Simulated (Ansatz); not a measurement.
# CrO3 (chromic anhydride) at 3 levels

Aim: a comparison of 3 runs (HF/def2-SVP, B3LYP/6-31G*, RPA@PBE/def2-SVP) of CrO3 (chromic anhydride). 

The results are computed with Ansatz 0.2.0.

1 further run of the same task is left out (it didn't finish).

### Step 1. The molecule

CrO3: 4 atoms, total charge 0, spin state singlet. As SMILES, `[O]=[Cr](=[O])=[O]`. One bond was lengthened or shortened from a relaxed shape.

Bond lengths: O1–Cr2 1.797 Å, Cr2–O3 1.563 Å, Cr2–O4 1.563 Å. Angles: O1–Cr2–O3 115.3°, O1–Cr2–O4 115.3°, O3–Cr2–O4 115.3°.

### Step 2. The energy at HF/def2-SVP (run 1)

Input file molecule.yaml:

```yaml
crystal:
  periodic: [false, false, false]
  atoms:
    - {symbol: O, position_ang: [-1.343603, -0.701504, 0.890987]}
    - {symbol: Cr, position_ang: [0.035750, 0.194420, 0.166920]}
    - {symbol: O, position_ang: [1.408990, -0.550380, 0.205610]}
    - {symbol: O, position_ang: [-0.281060, 0.940610, -1.169070]}
basis:
  gaussian: {orbitals: def2-SVP}
total_charge: 0
magnetization: {spin_polarized: false}
hamiltonian: {xc: hf}
accuracy: high
output: {orbitals: {seedname: orbitals}}
```

Run with:

```console
$ ansatz run molecule.yaml --threads 1 --pin off --max-ram 3480MiB --events-out events.jsonl --progress --plain --runs-dir runs
```

Output:

```text
Warning: RAYON_NUM_THREADS=1 ignored (pool sized by the plan → 1); use --threads N
Functional definition: HF
  name "HF"
  exchange = exact_x
  correlation = 0
1637 factors; integrals over basis functions are off by at most 3.9e-9 eV
mean field evaluation 1: about -34446.3249 eV, gradient 1.2e2 eV
mean field evaluation 2: about -34446.6075 eV, gradient 1.2e2 eV
mean field evaluation 4: about -34475.1906 eV, gradient 4.6e1 eV
mean field evaluation 8: about -34480.5882 eV, gradient 5.9e0 eV
mean field evaluation 16: about -34481.3608 eV, gradient 1.5e0 eV
mean field evaluation 32: about -34481.4232 eV, gradient 2.7e-8 eV
mean field evaluation 64: about -34480.8530 eV, gradient 1.3e0 eV
mean field evaluation 96: about -34479.6720 eV, gradient 1.6e1 eV
mean field evaluation 128: about -34480.8547 eV, gradient 2.1e0 eV
mean field evaluation 160: about -34468.8399 eV, gradient 6.0e1 eV
mean field evaluation 192: about -34463.9077 eV, gradient 4.1e1 eV
mean field evaluation 224: about -34476.8707 eV, gradient 9.3e0 eV
mean field evaluation 256: about -34390.0642 eV, gradient 2.2e2 eV
mean field evaluation 288: about -34477.5523 eV, gradient 1.8e0 eV
mean field evaluation 320: about -34476.0414 eV, gradient 2.6e0 eV
mean field evaluation 352: about -34473.6489 eV, gradient 3.3e0 eV
mean field evaluation 384: about -34480.2477 eV, gradient 4.7e0 eV
mean field evaluation 416: about -34481.4232 eV, gradient 2.6e-3 eV
mean field evaluation 448: about -34481.4232 eV, gradient 2.7e-7 eV
mean field -34481.42316602 eV, -1267.1689290032 hartree, gradient 2.6e-8 eV, S^2 0.000000; 2 other end points of the search recorded, 0 dependent functions left out
reference -34481.42316602 eV, -1267.1689290032 hartree; 24, 24 occupied and 49, 49 virtual orbitals, 1637 factors
Total energy: -34481.42316602 eV, -1267.1689290032 hartree
```

Run time: 7.5 s. Hardware: 1 thread of Arm Neoverse V1, shared host; peak memory 0.23 GiB.

### Step 3. A single-point energy at B3LYP/6-31G(d) (Cartesian functions) (run 2)

Input file molecule.yaml:

```yaml
crystal:
  periodic: [false, false, false]
  atoms:
    - symbol: O
      position_ang: [-1.343603, -0.701504, 0.890987]
    - symbol: Cr
      position_ang: [0.035750, 0.194420, 0.166920]
    - symbol: O
      position_ang: [1.408990, -0.550380, 0.205610]
    - symbol: O
      position_ang: [-0.281060, 0.940610, -1.169070]
basis:
  gaussian:
    orbitals: "6-31G*"
hamiltonian:
  xc: {name: B3LYP}
accuracy: high
output:
  orbitals: {seedname: orbitals}
```

Run with:

```console
$ ansatz run molecule.yaml --threads 1 --pin off --max-ram 3480MiB --events-out events.jsonl --progress --plain --runs-dir runs
```

Output:

```text
Warning: RAYON_NUM_THREADS=1 ignored (pool sized by the plan → 1); use --threads N
Functional definition: B3LYP
  name "B3LYP"
  parameter a0 = 0.2
  parameter ax = 0.72
  parameter ac = 0.81
  exchange = (1 - a0 - ax)*slater_x + ax*b88_x + a0*exact_x
  correlation = (1 - ac)*vwn_rpa_c + ac*lyp_c
1616 factors; integrals over basis functions are off by at most 3.4e-9 eV
mean field evaluation 1: about -34513.5825 eV, gradient 1.6e2 eV
mean field evaluation 2: about -33890.6757 eV, gradient 5.4e2 eV
mean field evaluation 4: about -34319.9680 eV, gradient 2.9e2 eV
mean field evaluation 8: about -34558.9228 eV, gradient 3.1e-1 eV
mean field -34558.92301293 eV, -1270.0169958458 hartree, gradient 2.0e-8 eV, S^2 0.000000; 0 other end points of the search recorded, 0 dependent functions left out
reference -34558.92304924 eV, -1270.0169971803 hartree; 24, 24 occupied and 57, 57 virtual orbitals, 1616 factors
Total energy: -34558.92304924 eV, -1270.0169971803 hartree
```

Run time: 7.5 s. Hardware: 1 thread of Arm Neoverse V1, shared host; peak memory 0.25 GiB.

### Step 4. The energy at RPA@PBE/def2-SVP (run 3)

Input file in.yaml:

```yaml
crystal:
  periodic: [false, false, false]
  atoms:
    - symbol: O
      position_ang: [-1.343603, -0.701504, 0.890987]
    - symbol: Cr
      position_ang: [0.035750, 0.194420, 0.166920]
    - symbol: O
      position_ang: [1.408990, -0.550380, 0.205610]
    - symbol: O
      position_ang: [-0.281060, 0.940610, -1.169070]
basis:
  gaussian:
    orbitals: def2-SVP
hamiltonian:
  xc: {name: PBE}
correlation:
  method: rpa
  frozen_orbitals: {Cr: 5, O: 1}
accuracy: high
```

Run with:

```console
$ ansatz run in.yaml --threads 1 --pin off --max-ram 3480MiB --events-out events.jsonl --progress --plain --runs-dir runs
```

Output (excerpt; [...] marks lines left out):

```text
Warning: RAYON_NUM_THREADS=1 ignored (pool sized by the plan → 1); use --threads N
Functional definition: PBE
  name "PBE"
[...]
1637 factors; integrals over basis functions are off by at most 3.9e-9 eV
[...]
mean field -34542.08281201 eV, -1269.3981298766 hartree, gradient 2.4e-8 eV, S^2 0.000000; 1 other end points of the search recorded, 0 dependent functions left out
8 core orbitals not correlated: weight in the atoms' cores, before any rotation towards them, 1.000 or more for the frozen orbitals, at most 0.000 for the correlated occupied ones
reference -34478.30258142 eV, -1267.0542496344 hartree; 16, 16 occupied and 49, 49 virtual orbitals, 1637 factors
Total energy: -34522.70998040 eV, -1268.6861914462 hartree
```

Run time: 11 s. Hardware: 1 thread of Arm Neoverse V1, shared host; peak memory 0.28 GiB.

### Step 5. All runs side by side

| run | level | Cartesian functions | frozen core orbitals | energy (Eh) | HOMO energy (eV) | LUMO energy (eV) | HOMO–LUMO gap (eV) | wall time |
| --- | --- | --- | --- | --- | --- | --- | --- | --- |
| 1 | HF/def2-SVP | no | – | -1267.168929 | -12.33 | -2.37 | 9.96 | 7.5 s |
| 2 | B3LYP/6-31G* (Cartesian functions) | yes | – | -1270.016997 | -8.37 | -5.62 | 2.75 | 7.5 s |
| 3 | RPA@PBE/def2-SVP | no | 8 | -1268.686191 | – | – | – | 11 s |

### Step 6. Outcome

```
                               quantity           value
                    run 3: total energy  -1268.68619 Eh
run 3: RPA correlation energy (valence)     -1631.9 mEh
```

All runs together took 26 s, the longest 11 s.
